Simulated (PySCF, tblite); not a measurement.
# C₆H₁₄FGaO: geometry, infrared bands and NMR shifts

Wanted: the infrared bands and NMR shifts of C₆H₁₄FGaO (`C[C@@H]1C[C@@H](F)[O+]([GaH3-])[C@H]1C`), by calculation.

Computed with tblite 0.8.0 and PySCF 2.14.0, with density-fitted response routines of our own, on a single molecule in the gas phase. Atoms count from 0, in the outputs and in this text.

## 1. Starting geometry

23 atoms, charge 0, multiplicity 1; geometry from: force field or distance geometry start.

Bonds of the start (Å): C0–C1 1.50, C1–C2 1.54, C2–C3 1.51, C3–F4 1.37, C3–O5 1.37, O5–Ga6 1.79, O5–C7 1.37, C7–C8 1.49, C7–C1 1.54, C0–H9 1.11, C0–H10 1.11, C0–H11 1.12, C1–H12 1.09, C2–H13 1.10, C2–H14 1.09, C3–H15 1.13, Ga6–H16 1.63, Ga6–H17 1.62, Ga6–H18 1.62, C7–H19 1.10, C8–H20 1.10, C8–H21 1.12, C8–H22 1.12.

## 2. Optimising the geometry with GFN2-xTB

Job settings and geometry (Å):

```
{"job": {"kind": "relax", "xc": "GFN2-xTB", "basis": "xTB"}, "charge": 0, "multiplicity": 1}
C     -2.370900     0.116800     0.511400
C     -1.225300     0.017200    -0.453800
C     -0.884800    -1.479600    -0.544400
C      0.399500    -1.484600     0.250300
F      1.128400    -2.631400     0.085400
O      0.971000    -0.345800    -0.246200
Ga     2.686000    -0.048700     0.177800
C      0.067500     0.620200     0.128500
C      0.267300     1.949400    -0.520900
H     -3.293700     0.516500     0.040900
H     -2.052500     0.777400     1.347500
H     -2.584300    -0.899100     0.943600
H     -1.477200     0.458400    -1.413800
H     -1.674300    -2.071700    -0.062400
H     -0.672700    -1.769000    -1.578400
H      0.135400    -1.327800     1.339200
H      3.203400    -0.980800     1.406100
H      3.589500    -0.487100    -1.095000
H      3.046700     1.510200     0.449100
H     -0.099400     0.718000     1.211100
H      0.820500     1.851800    -1.464800
H      0.768800     2.641700     0.199000
H     -0.753900     2.375100    -0.700200
```

Run with:

```sh
OMP_NUM_THREADS=1 python probes_run.py task.json out
```

This one command runs all jobs of the session in turn.

What it wrote:

```text
step      E/eV     max force
  0    -814.88951    3.468
  1    -815.35117    2.827
  2    -815.73323    1.445
  3    -815.89075    0.786
  4    -816.03877    0.650
  5    -816.10174    0.536
  6    -816.14820    0.466
  7    -816.19076    0.491
  8    -816.22698    0.392
  9    -816.25563    0.417
 10    -816.28197    0.472
 11    -816.31335    0.434
 12    -816.34909    0.435
 13    -816.38503    0.343
 14    -816.41464    0.368
 15    -816.43577    0.283
 16    -816.45157    0.237
 17    -816.46553    0.274
 18    -816.48119    0.420
 19    -816.50023    0.474
 20    -816.52021    0.362
 21    -816.54020    0.340
 22    -816.55911    0.299
 23    -816.57394    0.277
 24    -816.58306    0.194
 25    -816.58894    0.203
 26    -816.59448    0.167
 27    -816.60005    0.319
 28    -816.60739    0.303
 29    -816.61546    0.208
 30    -816.62276    0.179
 31    -816.62592    0.148
 32    -816.62955    0.118
 33    -816.63162    0.085
 34    -816.63357    0.105
 35    -816.63543    0.124
 36    -816.63782    0.159
 37    -816.64063    0.140
 38    -816.64403    0.121
 39    -816.64825    0.176
 40    -816.65383    0.224
 41    -816.66132    0.302
 42    -816.67103    0.325
 43    -816.68271    0.248
 44    -816.69355    0.238
 45    -816.70185    0.247
 46    -816.70770    0.308
 47    -816.70616    0.644
 48    -816.72202    0.200
 49    -816.72776    0.112
 50    -816.74003    0.203
 51    -816.74450    0.181
 52    -816.75708    0.200
 53    -816.76485    0.205
 54    -816.77027    0.171
 55    -816.76959    0.389
 56    -816.77760    0.125
 57    -816.78055    0.107
 58    -816.78552    0.104
 59    -816.78801    0.112
 60    -816.79072    0.093
 61    -816.79242    0.079
 62    -816.79348    0.067
 63    -816.79413    0.074
 64    -816.79469    0.044
 65    -816.79516    0.041
 66    -816.79561    0.042
 67    -816.79603    0.048
 68    -816.79651    0.051
 69    -816.79699    0.051
 70    -816.79748    0.049
 71    -816.79795    0.044
 72    -816.79849    0.052
 73    -816.79917    0.069
 74    -816.80001    0.077
 75    -816.80092    0.069
 76    -816.80178    0.059
 77    -816.80253    0.053
 78    -816.80323    0.060
 79    -816.80392    0.065
 80    -816.80463    0.050
 81    -816.80531    0.046
 82    -816.80594    0.056
 83    -816.80657    0.057
 84    -816.80734    0.065
 85    -816.80830    0.066
 86    -816.80934    0.076
 87    -816.81013    0.066
 88    -816.81071    0.047
 89    -816.81116    0.043
 90    -816.81186    0.050
 91    -816.81250    0.073
 92    -816.81317    0.066
 93    -816.81358    0.039
 94    -816.81388    0.039
 95    -816.81413    0.040
 96    -816.81441    0.050
 97    -816.81471    0.047
 98    -816.81502    0.040
 99    -816.81532    0.041
100    -816.81561    0.039
101    -816.81592    0.044
102    -816.81630    0.042
103    -816.81675    0.042
104    -816.81720    0.045
105    -816.81758    0.035
106    -816.81792    0.043
107    -816.81832    0.046
108    -816.81882    0.047
109    -816.81941    0.049
110    -816.82002    0.064
111    -816.82070    0.088
112    -816.82153    0.093
113    -816.82269    0.084
114    -816.82412    0.068
115    -816.82569    0.092
116    -816.82739    0.113
117    -816.82941    0.112
118    -816.83153    0.116
119    -816.83392    0.121
120    -816.83621    0.090
121    -816.83815    0.074
122    -816.83899    0.070
123    -816.83986    0.070
124    -816.84049    0.062
125    -816.84093    0.079
126    -816.84169    0.079
127    -816.84247    0.074
128    -816.84385    0.063
129    -816.84482    0.065
130    -816.84562    0.063
131    -816.84620    0.058
132    -816.84692    0.053
133    -816.84772    0.057
134    -816.84873    0.068
135    -816.84975    0.072
136    -816.85064    0.086
137    -816.85145    0.083
138    -816.85239    0.069
139    -816.85361    0.091
140    -816.85514    0.105
141    -816.85704    0.100
142    -816.85936    0.105
143    -816.86199    0.094
144    -816.86479    0.118
145    -816.86819    0.125
146    -816.87227    0.145
147    -816.87726    0.161
148    -816.88170    0.147
149    -816.88593    0.155
150    -816.88853    0.144
151    -816.89113    0.101
152    -816.89253    0.072
153    -816.89400    0.088
154    -816.89495    0.072
155    -816.89589    0.062
156    -816.89697    0.054
157    -816.89795    0.061
158    -816.89895    0.066
159    -816.89994    0.061
160    -816.90097    0.057
161    -816.90201    0.061
162    -816.90304    0.062
163    -816.90394    0.061
164    -816.90464    0.052
165    -816.90529    0.055
166    -816.90601    0.048
167    -816.90659    0.042
168    -816.90706    0.043
169    -816.90751    0.041
170    -816.90800    0.053
171    -816.90852    0.052
172    -816.90903    0.045
173    -816.90951    0.039
174    -816.91001    0.048
175    -816.91054    0.042
176    -816.91107    0.044
177    -816.91161    0.051
178    -816.91219    0.057
179    -816.91282    0.049
180    -816.91346    0.059
181    -816.91402    0.042
182    -816.91443    0.036
183    -816.91476    0.038
184    -816.91507    0.044
185    -816.91536    0.036
186    -816.91559    0.029
187    -816.91577    0.032
188    -816.91589    0.029
189    -816.91599    0.020
190    -816.91608    0.019
191    -816.91615    0.016
192    -816.91621    0.015
193    -816.91626    0.014
194    -816.91631    0.012
195    -816.91635    0.015
196    -816.91639    0.011
197    -816.91641    0.009
```

Wall time 1.5 s (1 thread of Arm Neoverse V2, shared host); peak memory 0.18 GiB.

Step by step: (not every step is listed)

```
step  energy from step 0 (eV)  largest force (eV/Å)
   0                   0.0000                3.4681
   1                  -0.4617                2.8274
   2                  -0.8437                1.4454
   3                  -1.0012                0.7859
   4                  -1.1493                0.6499
   5                  -1.2122                0.5356
   6                  -1.2587                0.4660
   7                  -1.3012                0.4914
   8                  -1.3375                0.3923
  26                  -1.7050                0.1666
  44                  -1.8040                0.2378
  62                  -1.9040                0.0670
  80                  -1.9151                0.0496
  98                  -1.9255                0.0397
 116                  -1.9379                0.1134
 134                  -1.9592                0.0675
 152                  -2.0030                0.0721
 170                  -2.0185                0.0526
 188                  -2.0264                0.0290
 192                  -2.0267                0.0151
 193                  -2.0267                0.0137
 194                  -2.0268                0.0124
 195                  -2.0268                0.0147
 196                  -2.0269                0.0106
 197                  -2.0269                0.0091
```

Close pairs (by a distance rule), those that changed most:

```
   bond  before (Å)  after (Å)  change (Å)
 O5–Ga6       1.791      2.148      +0.357
Ga6–H16       1.626      1.546      -0.080
Ga6–H17       1.621      1.542      -0.079
  O5–C7       1.375      1.443      +0.068
Ga6–H18       1.623      1.560      -0.063
 C0–H11       1.124      1.088      -0.037
 C3–H15       1.131      1.097      -0.034
 C8–H22       1.121      1.087      -0.033
```

The end geometry stands in the next job.

## 3. Infrared spectrum with GFN2-xTB

Job settings and geometry (Å):

```
{"job": {"kind": "ir", "xc": "GFN2-xTB", "basis": "xTB"}, "charge": 0, "multiplicity": 1}
C     -2.409323    -0.009506     0.909097
C     -1.454535     0.132510    -0.272658
C     -0.917424    -1.230747    -0.731296
C      0.389085    -1.381031     0.045852
F      1.446305    -1.657604    -0.815135
O      0.669259    -0.176763     0.664620
Ga     2.813818    -0.056453     0.699872
C     -0.169135     0.870181     0.132283
C      0.514951     1.596303    -1.015579
H     -3.278573    -0.597581     0.625250
H     -2.750059     0.969336     1.237081
H     -1.913066    -0.500211     1.743567
H     -1.958747     0.653803    -1.088059
H     -1.610975    -2.041296    -0.519168
H     -0.693619    -1.233969    -1.797978
H      0.408039    -2.191661     0.784768
H      3.024625    -1.395659     1.442862
H      3.383144     0.159165    -0.717070
H      2.769149     1.225399     1.587870
H     -0.335552     1.564476     0.962764
H      0.721676     0.913057    -1.837835
H      1.461513     2.007519    -0.659310
H     -0.115309     2.407715    -1.371718
```

What it wrote:

```text
mode    cm-1     km/mol
  1      55.3      0.44
  2      74.3      1.31
  3     107.8      0.13
  4     137.4      4.27
  5     153.9     15.59
  6     224.5      2.86
  7     232.1      0.57
  8     257.2      1.23
  9     264.3      3.10
 10     298.2      6.32
 11     367.5      8.61
 12     418.6     25.56
 13     461.8     25.55
 14     472.3     59.31
 15     493.4      4.79
 16     523.1     46.05
 17     652.9    461.14
 18     677.9      8.19
 19     717.5     11.42
 20     733.6    337.33
 21     769.2    354.55
 22     835.6      5.43
 23     865.8     48.56
 24     891.5     36.04
 25     939.7     16.35
 26     950.1     74.43
 27    1000.1     49.30
 28    1017.0     18.44
 29    1041.0     38.17
 30    1065.6     18.53
 31    1106.0     30.78
 32    1119.2     36.37
 33    1124.2     36.27
 34    1142.6      6.75
 35    1191.1      5.34
 36    1231.6      0.20
 37    1240.4     12.25
 38    1270.7     20.94
 39    1279.6      2.60
 40    1296.8     14.45
 41    1303.4     10.63
 42    1337.4      4.17
 43    1391.8     18.43
 44    1415.0      6.76
 45    1458.4      8.25
 46    1463.6      1.97
 47    1467.8     16.25
 48    1495.3      1.45
 49    1498.4      6.23
 50    1655.9     87.67
 51    1728.2    492.07
 52    1767.5    570.49
 53    2914.5     18.00
 54    2939.0     15.48
 55    2982.2     11.36
 56    2986.2     19.60
 57    3011.8      6.93
 58    3024.9     15.87
 59    3030.9      6.28
 60    3040.2      3.71
 61    3041.1     44.91
 62    3044.0     30.27
 63    3049.4     18.92
```

It took 0.86 s on 1 thread of Arm Neoverse V2, shared host; peak memory 0.18 GiB.

The strongest bands and the atoms that carry them (share of the mass-weighted mode):

```
cm⁻¹  km/mol                         atoms
 472    59.3            H16 44 %, H18 23 %
 653   461.1  H16 35 %, H17 33 %, H18 29 %
 734   337.3  H16 56 %, H17 26 %, H18 14 %
 769   354.6            H18 51 %, H17 41 %
 950    74.4    C3 23 %, H10 15 %, C2 13 %
1656    87.7  H18 71 %, H16 18 %, H17 11 %
1728   492.1  H16 42 %, H17 29 %, H18 28 %
1768   570.5            H17 59 %, H16 39 %
```

## 4. Nuclear shieldings: PBE0/pcSseg-1

Same as in step 3 but for these lines:

```diff
@@ -1,2 +1,2 @@
-{"job": {"kind": "ir", "xc": "GFN2-xTB", "basis": "xTB"}, "charge": 0, "multiplicity": 1}
+{"job": {"kind": "nmr", "xc": "PBE0", "basis": "pcSseg-1"}, "charge": 0, "multiplicity": 1}
 C     -2.409323    -0.009506     0.909097
```

With the program's defaults for keys left out, this is: GIAO PBE0/pcSseg-1 NMR shielding, non-relativistic, gas phase.

What it wrote:

```text
coarse grid: 83584 points
cycle   1  E = -2335.8575982617  dE =  5.168e-01  |g| = 1.139e+00  |ddm| = 4.165e+00
cycle   2  E = -2335.7763129408  dE =  8.129e-02  |g| = 1.371e+00  |ddm| = 1.238e+00
cycle   3  E = -2335.9978985908  dE = -2.216e-01  |g| = 1.303e-01  |ddm| = 7.469e-01
cycle   4  E = -2336.0001404954  dE = -2.242e-03  |g| = 5.975e-02  |ddm| = 1.006e-01
cycle   5  E = -2336.0006867949  dE = -5.463e-04  |g| = 8.311e-03  |ddm| = 4.369e-02
cycle   6  E = -2336.0006954978  dE = -8.703e-06  |g| = 3.404e-03  |ddm| = 8.341e-03
cycle   7  E = -2336.0006976743  dE = -2.177e-06  |g| = 7.632e-04  |ddm| = 2.438e-03
final grid: 178560 points
cycle   8  E = -2336.0006894333  dE = -1.209e-07  |g| = 1.229e-03  |ddm| = 3.711e-03
cycle   9  E = -2336.0006890106  dE =  4.226e-07  |g| = 2.041e-03  |ddm| = 1.912e-03
cycle  10  E = -2336.0006896733  dE = -6.627e-07  |g| = 5.217e-05  |ddm| = 1.221e-03
cycle  11  E = -2336.0006896739  dE = -5.462e-10  |g| = 2.648e-05  |ddm| = 8.038e-05
converged SCF energy = -2336.0006896739

GIAO shielding tensors (ppm)
atom      isotropic    diamagn.    paramagn.     s11        s22        s33       span
  0 C      163.844     247.163     -83.319    139.266    165.551    186.714     47.448
  1 C      144.019     251.174    -107.155    121.500    145.513    165.045     43.545
  2 C      144.481     252.145    -107.664    119.550    143.737    170.156     50.607
  3 C       69.133     244.558    -175.425     38.888     74.753     93.757     54.869
  4 F      274.041     477.128    -203.087    160.886    312.068    349.169    188.283
  5 O      210.517     403.530    -193.013    128.672    217.850    285.028    156.355
  6 Ga    1459.181    2637.299   -1178.119   1391.619   1444.654   1541.270    149.651
  7 C       96.149     247.364    -151.215     59.753     88.120    140.573     80.821
  8 C      163.084     250.702     -87.618    144.190    164.016    181.047     36.857
  9 H       30.691      29.180       1.512     25.832     28.055     38.188     12.356
 10 H       30.552      29.670       0.882     25.651     27.889     38.117     12.466
 11 H       30.552      30.787      -0.235     25.828     30.326     35.502      9.674
 12 H       29.593      33.443      -3.851     24.903     28.672     35.203     10.300
 13 H       29.645      31.326      -1.681     25.534     28.137     35.265      9.731
 14 H       29.054      31.636      -2.582     25.520     27.236     34.406      8.886
 15 H       25.558      30.314      -4.756     22.282     24.728     29.663      7.381
 16 H       27.134      29.128      -1.995     19.951     24.341     37.109     17.159
 17 H       26.965      29.539      -2.573     20.309     24.560     36.027     15.719
 18 H       27.100      29.852      -2.753     20.060     24.505     36.734     16.675
 19 H       27.410      33.515      -6.105     24.700     26.215     31.315      6.615
 20 H       30.109      32.164      -2.055     27.110     29.362     33.855      6.745
 21 H       29.172      30.494      -1.323     23.441     29.742     34.333     10.893
 22 H       30.635      30.520       0.115     25.776     28.042     38.087     12.311
```

It took 61 s on 1 thread of Arm Neoverse V2, shared host; peak memory 1.1 GiB.

Shifts follow as δ = σ(reference) − σ, with reference shieldings (ppm) from runs at the same level and on the same kind of geometry: ¹H TMS 31.72, ¹³C TMS 186.9, ¹⁹F CFCl3 170.9, ¹⁷O H2O 336.1. The references are single molecules in the gas phase, so shifts against H2O, NH3, PH3, H3PO4 or CFCl3 are not on the usual liquid scales and can be off by tens of ppm. Atoms listed in one row are averaged.

```
        atoms                              environment  σ (ppm)  δ (ppm)
           C3                 sp3 CH bonded to F and O     69.1    117.8
           C7                       sp3 CH bonded to O     96.1     90.8
           C1                         sp3 CH in a ring    144.0     42.9
           C2                        sp3 CH2 in a ring    144.5     42.4
           C8                            methyl carbon    163.1     23.8
           C0                            methyl carbon    163.8     23.1
          H15  hydrogen on an sp3 CH bonded to F and O    25.56     6.16
H16, H17, H18             hydrogen on a Ga bonded to O    27.07     4.65
          H19        hydrogen on an sp3 CH bonded to O    27.41     4.31
          H14         hydrogen on an sp3 CH2 in a ring    29.05     2.66
          H12          hydrogen on an sp3 CH in a ring    29.59     2.12
          H13         hydrogen on an sp3 CH2 in a ring    29.65     2.07
H20, H21, H22              hydrogen on a methyl carbon    29.97     1.75
 H9, H10, H11              hydrogen on a methyl carbon    30.60     1.12
           F4                fluorine on an sp3 carbon    274.0   -103.1
           O5           donor oxygen of a Lewis adduct    210.5    125.6
          Ga6                      Ga bonded to O, 3 H     1459        –
```

The run also stored atomic charges by several schemes (e):

```
atoms  Mulliken    IAO  Hirshfeld  ESP fit
   C0     -0.19  -0.42      -0.12    -0.53
   C1     -0.34  -0.11      -0.02     0.23
   C2     -0.18  -0.29      -0.08    -0.43
   C3      0.46   0.34       0.14     0.42
   F4     -0.32  -0.29      -0.08    -0.25
   O5     -0.60  -0.31      -0.06    -0.41
  Ga6      0.34   0.26       0.23     0.59
   C7      0.01   0.08       0.06     0.24
   C8     -0.21  -0.43      -0.12    -0.55
```

Mayer bond orders: C0–C1 1.02, C1–C2 1.02, C2–C3 1.02, C3–F4 0.86, C3–O5 0.91, O5–Ga6 0.17, O5–C7 0.77, C7–C8 1.05, C7–C1 0.95.

Ring of atoms C1, C2, C3, O5, C7: NICS(0) -7.5, NICS(1) -3.5, NICS(1)zz -5.4 ppm (means of both faces).

## 5. Results

```
                                                              quantity                                               value
                             strongest single infrared mode (GFN2-xTB)                               1768 cm⁻¹, 570 km/mol
                                          zero-point energy (GFN2-xTB)                                      114.0 kcal/mol
                                ¹³C shifts against TMS (PBE0/pcSseg-1)             117.8, 90.8, 42.9, 42.4, 23.8, 23.1 ppm
¹H shifts against TMS (PBE0/pcSseg-1, means over atoms taken as alike)  6.16, 4.65, 4.31, 2.66, 2.12, 2.07, 1.75, 1.12 ppm
                              ¹⁹F shifts against CFCl3 (PBE0/pcSseg-1)                                          -103.1 ppm
                                ¹⁷O shifts against H2O (PBE0/pcSseg-1)                                           125.6 ppm
                                      shieldings of Ga (PBE0/pcSseg-1)                                      Ga6 1459.2 ppm
```

What this shows: The optimisation took 197 steps and gained 2.027 eV; among the close pairs (by a distance rule), O5–Ga6 changed most, from 1.791 to 2.148 Å. No mode is imaginary among the 63: a minimum at this level. The strongest single mode, at 1768 cm⁻¹, moves mainly H17 and H16. Unscaled tight-binding wavenumbers are off by several per cent, some by more. Its intensities can rank the bands wrongly. H15 (hydrogen on an sp3 CH bonded to F and O) lies farthest downfield among hydrogen, at 6.16 ppm; its carbon carries F and O, hence the downfield position. At PBE0/pcSseg-1: The widest tensor belongs to F4: span 188 ppm, with a paramagnetic part of -203 ppm. Spin-orbit coupling is left out, which matters for shieldings and couplings at and beside the heavy atoms.
